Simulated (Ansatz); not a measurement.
# SW: the cost of one run

The runs use Ansatz 0.2.0, Gaussian basis; def2-TZVPP, core rule «outside noble gas», up to 9 orbitals frozen.

Plan: UHF; ROHF; CCSD(T) on UHF.

2 further runs of the same task are left out: 2 set aside as unsound or not needed.

### Step 1. What is computed

The geometry is a PBE0/def2-TZVP stationary point (not a proven minimum) of the parent state, kept for this charge and spin. No spin-orbit coupling is included. Elements past krypton take def2 core potentials.

2 atoms, charge 1, spin multiplicity 2.

Atoms are counted from 1 here; the program's logs count them from 0.

Bond lengths: W1–S2 2.049 Å.

### Step 2. UHF

The input, in.yaml:

```yaml
crystal:
  periodic: [false, false, false]
  atoms:
    - {symbol: W, position_ang: [0.000000, 0.000000, 0.000000]}
    - {symbol: S, position_ang: [0.000000, 0.000000, 2.048814]}
basis:
  gaussian: {orbitals: def2-TZVPP}
total_charge: 1
magnetization: {spin_polarized: true, initial_magnetization: 1}
hamiltonian: {xc: hf}
output: {orbitals: {seedname: orbitals}}
```

Command:

```console
$ ansatz run in.yaml --threads 1 --pin off --events-out ev --progress --plain --max-ram 4096MiB --backend cpu
```

**Question.** How long does this run take on 1 thread of AMD EPYC 7R13, shared host, and how much memory does it need?

About 16 s, with a peak of 0.26 GiB.
